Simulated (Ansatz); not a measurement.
K₂NaPdF₆, space group I4/mmm, a relaxation of cell and ions

With the Python package of Ansatz (0.2.0).

The cells in order, each with its output:

```python
import ansatz as az
import numpy as np
```

```python
def edges_and_angles(cell):
    cell = np.asarray(cell)
    a, b, c = np.linalg.norm(cell, axis=1)
    cosines = cell[1] @ cell[2] / (b * c), cell[0] @ cell[2] / (a * c), cell[0] @ cell[1] / (a * b)
    return (a, b, c, *np.degrees(np.arccos(cosines)))
```

```python
lattice = az.Lattice.of(
    (-2.99586, 2.99586, 4.457574),
    (2.99586, -2.99586, 4.457574),
    (2.99586, 2.99586, -4.457574),
)
sites = [
    ("K", (0.75, 0.25, 0.5)),
    ("K", (0.25, 0.75, 0.5)),
    ("Na", (0.5, 0.5, 0.0)),
    ("Pd", (0.0, 0.0, 0.0)),
    ("F", (0.234705, 0.234705, 0.469409)),
    ("F", (0.765296, 0.765296, 0.530591)),
    ("F", (0.234705, 0.765296, 0.0)),
    ("F", (0.765296, 0.234705, 0.0)),
    ("F", (0.246879, 0.246879, 0.0)),
    ("F", (0.753121, 0.753121, 0.0)),
]
k2napdf6 = az.Crystal(lattice=lattice)
for symbol, position in sites:
    k2napdf6 = k2napdf6.atom(symbol, position)
```

```python
len(k2napdf6.resolved().sites)
```

    10

```python
calculation = (
    k2napdf6.calculation()
    .functional("r2SCAN")
    .occupations("methfessel_paxton", width=0.1)
    .kpoints(length=24)
    .relax(force_tolerance=0.01, fix_cell=["volume"], stress_tolerance=0.1)
    .density()
    .band_table()
)
steps = []
```

```python
def collect(event):
    if event["event"] == "relax_step":
        steps.append(event["data"])


outcome = calculation.session().plan().execute(on_event=collect)
summary = outcome.report
```

    DeckWarning: the atoms were moved onto the symmetric positions of the space group found under crystal.symmetry.tolerance 1.0e-5 (fractional; no operation is sought that the atoms, as they stand in a [...]
    DeckWarning: basis.ecutwfc = 500 eV, auto-derived from the records' recommended cutoffs: set by K (their level for a meta-GGA)
    DeckWarning: crystal.symmetry: narrowed to the stabiliser of the k-point mesh — unitary ops 16 → 4; excluded 12 operations that carry a point of the 5×5×6 mesh (shift [0, 0, 0]) off the mesh (the run [...]

```python
summary["free_energy_ev"]
```

    -16424.759935071346

```python
for s in steps:
    flag = "" if s["accepted"] else "  (rejected)"
    print("step %2d  E = %.5f eV  largest force component = %.4f eV/A%s" % (s["step"], s["lagrangian_ev"], s["allowed_force_max_ev_ang"], flag))
```

    step  1  E = -16424.74399 eV  largest force component = 0.2556 eV/A
    step  2  E = -16424.75797 eV  largest force component = 0.0917 eV/A
    step  3  E = -16424.75985 eV  largest force component = 0.0170 eV/A
    step  4  E = -16424.75993 eV  largest force component = 0.0076 eV/A
    step  5  E = -16424.75994 eV  largest force component = 0.0076 eV/A

```python
first, last = steps[0], steps[-1]
symbols = [site.symbol for site in outcome.lattice.sites]
print(f"energy gained {first['lagrangian_ev'] - last['lagrangian_ev']:.4f} eV in {len(steps) - 1} steps")
for label, vectors in (("before", first["cell_ang"]), ("after", outcome.lattice.cell_ang)):
    print(label, "a b c (A) {:.4f} {:.4f} {:.4f}  angles {:.2f} {:.2f} {:.2f}".format(*edges_and_angles(vectors)), f" V = {abs(np.linalg.det(vectors)):.3f} A^3")
print("final stress xx yy zz (GPa, compression positive):", np.round(np.diag(summary["stress_gpa"]), 3) + 0.0)

print("atom   start x y z (A)              end x y z (A)")
for symbol, a, b in zip(symbols, first["positions_ang"], last["positions_ang"]):
    print(f"{symbol:3s}", " ".join(f"{v:8.4f}" for v in a), "  ", " ".join(f"{v:8.4f}" for v in b))
```

    energy gained 0.0159 eV in 4 steps
    before a b c (A) 6.1498 6.1498 6.1498  angles 121.69 121.69 87.09  V = 160.030 A^3
    after a b c (A) 6.1475 6.1475 6.1475  angles 121.63 121.63 87.20  V = 160.030 A^3
    final stress xx yy zz (GPa, compression positive): [-2.776 -2.776 -2.847]
    atom   start x y z (A)              end x y z (A)
    K     0.0000   2.9959   2.2288     -0.0000   2.9978   2.2259
    K     2.9959   0.0000   2.2288      2.9978  -0.0000   2.2259
    Na    0.0000   0.0000   4.4576     -0.0000  -0.0000   4.4518
    Pd    0.0000   0.0000  -0.0000      0.0000   0.0000  -0.0000
    F     1.4063   1.4063   0.0000      1.3928   1.3928   0.0000
    F     1.5896   1.5896   4.4576      1.6050   1.6050   4.4518
    F     1.5896  -1.5896   4.4576      1.6050  -1.6050   4.4518
    F    -1.5896   1.5896   4.4576     -1.6050   1.6050   4.4518
    F     0.0000   0.0000   2.2010      0.0000   0.0000   2.1895
    F     0.0000   0.0000   6.7142     -0.0000  -0.0000   6.7141

```python
print("relaxed fractional positions")
for site in outcome.lattice.sites:
    print(f"  {site.symbol:2s}", " ".join(f"{v % 1:8.5f}" for v in np.round(site.position_frac, 5)))

change = np.array(last["positions_ang"]) @ np.linalg.inv(last["cell_ang"]) - np.array(first["positions_ang"]) @ np.linalg.inv(first["cell_ang"])
moved = np.linalg.norm(change @ np.array(last["cell_ang"]), axis=1)
print("displacement within the cell, strain taken out (A):", " ".join(f"{s}:{d:.3f}" for s, d in zip(symbols, moved)))
```

    relaxed fractional positions
      K   0.75000  0.25000  0.50000
      K   0.25000  0.75000  0.50000
      Na  0.50000  0.50000  0.00000
      Pd  0.00000  0.00000  0.00000
      F   0.23230  0.23230  0.46459
      F   0.76770  0.76770  0.53541
      F   0.23230  0.76770  0.00000
      F   0.76770  0.23230  0.00000
      F   0.24591  0.24591  0.00000
      F   0.75409  0.75409  0.00000
    displacement within the cell, strain taken out (A): K:0.000 K:0.000 Na:0.000 Pd:0.000 F:0.020 F:0.020 F:0.020 F:0.020 F:0.009 F:0.009

```python
for key in ("converged", "n_iterations", "n_electrons", "n_kpoints", "n_pw", "n_symmetry_ops", "free_energy_ev", "fermi_energy_ev"):
    print(f"{key:18s} {summary[key]}")
```

    converged          True
    n_iterations       8
    n_electrons        87.0
    n_kpoints          48
    n_pw               4057
    n_symmetry_ops     4
    free_energy_ev     -16424.759935071346
    fermi_energy_ev    4.324726373280696

```python
rho = outcome.density()
total = sum(ch.density_e_per_ang3 for ch in rho.channels[:2]) if len(rho.channels) < 3 else rho.channels[0].density_e_per_ang3
print("grid", rho.dims, "electrons", round(float(total.mean() * rho.cell_volume_ang3), 4))
profile = total.mean(axis=(0, 1))
print("planar average along grid axis 2 (e/A^3):")
print(np.array2string(profile[:: max(len(profile) // 16, 1)], precision=4))
```

    grid (45, 45, 45) electrons 87.0
    planar average along grid axis 2 (e/A^3):
    [1.6511 1.4286 0.8978 0.4261 0.1908 0.1051 0.0953 0.1451 0.2683 0.4654
     0.6759 0.7931 0.7523 0.5753 0.3599 0.1963 0.1122 0.0929 0.1354 0.2825
     0.6338 1.1809 1.5938]

```python
fermi = summary["fermi_energy_ev"]
print("levels less the Fermi level (eV) at the first k-points (first spin channel where there are two)")
for k, levels in list(zip(summary["kpoints_frac"], summary["eigenvalues_ev"]))[:3]:
    print("k = ({:.3f}, {:.3f}, {:.3f})".format(*k))
    print("   ", " ".join(f"{e - fermi:.3f}" for e in levels))
```

    levels less the Fermi level (eV) at the first k-points (first spin channel where there are two)
    k = (0.000, 0.000, 0.000)
        -88.203 -53.239 -53.239 -52.634 -52.213 -30.293 -30.276 -24.593 -24.354 -24.353 -24.346 -23.434 -23.307 -22.581 -22.581 -22.445 -13.072 -13.064 -13.064 -13.019 -12.968 -12.968 -7.019 -6.813 -6.191 -5.543 -5.542 -5.361 -5.356 -5.356 -4.986 -4.197 -4.127 -4.127 -3.674 -3.564 -3.382 -3.382 -3.224 -3.224 -2.188 -2.092 -2.092 0.096 0.827 4.036 7.266 7.379 7.639 7.639 7.784 9.505 9.505 9.725
    k = (0.000, 0.000, 0.167)
        -88.203 -53.240 -53.239 -52.634 -52.213 -30.291 -30.277 -24.601 -24.396 -24.355 -24.290 -23.436 -23.310 -22.588 -22.580 -22.445 -13.065 -13.054 -13.033 -13.015 -12.976 -12.964 -7.067 -6.725 -6.147 -5.579 -5.505 -5.478 -5.320 -5.211 -4.955 -4.242 -4.227 -4.211 -3.755 -3.607 -3.469 -3.402 -3.302 -3.234 -2.127 -2.101 -2.039 0.077 0.777 4.441 7.455 7.564 7.664 7.845 7.984 9.214 9.452 9.638
    k = (0.000, 0.000, 0.333)
        -88.203 -53.240 -53.239 -52.634 -52.213 -30.287 -30.279 -24.578 -24.409 -24.358 -24.300 -23.440 -23.316 -22.587 -22.580 -22.445 -13.050 -13.033 -13.005 -12.992 -12.969 -12.955 -7.195 -6.586 -6.049 -5.656 -5.424 -5.413 -5.243 -5.127 -4.887 -4.432 -4.355 -4.326 -3.945 -3.669 -3.608 -3.490 -3.440 -3.254 -2.120 -2.015 -1.940 0.010 0.651 5.482 7.561 7.773 7.928 8.355 8.392 8.468 9.363 9.664

Notes:
- Absolute energies stand on the zero of these potentials, so only differences at equal settings mean something. A total without «per atom» is that of the cell as typed.
- The cell holds an odd number of electrons and is run without spin, so a magnetic state may lie lower.
- Part of the cell is held or a pressure is applied, so the end point needn't be the zero-pressure lattice.
- For a metal this k-point mesh is coarse: on a finer one energies can move by several to tens of meV an atom and pressures by half a GPa or more, differences at one mesh by less.
- The zero of the levels is a convention of the potentials, so an absolute Fermi energy is no work function.
- Energies along a relaxation are free energies. Rows at an unchanged volume are solved on a plane-wave basis chosen afresh for that cell, so the energy jumps there and such rows are no steps of the walk.
- Edges and angles are those of the cell as typed, here a primitive one, not of the conventional cell.
- Grid values close to the nuclei reflect the PAW or pseudopotential construction, not the all-electron fields.
- The structure comes from a database of computed cells and needn't be a stable or known phase.
- Levels are Kohn-Sham eigenvalues on this mesh, without spin-orbit coupling.
- Warnings are shown shortened and without file and line.
- It ran for 8.9 min on 1 thread of Arm Neoverse N1 (shared host), peak memory 1.1 GiB.
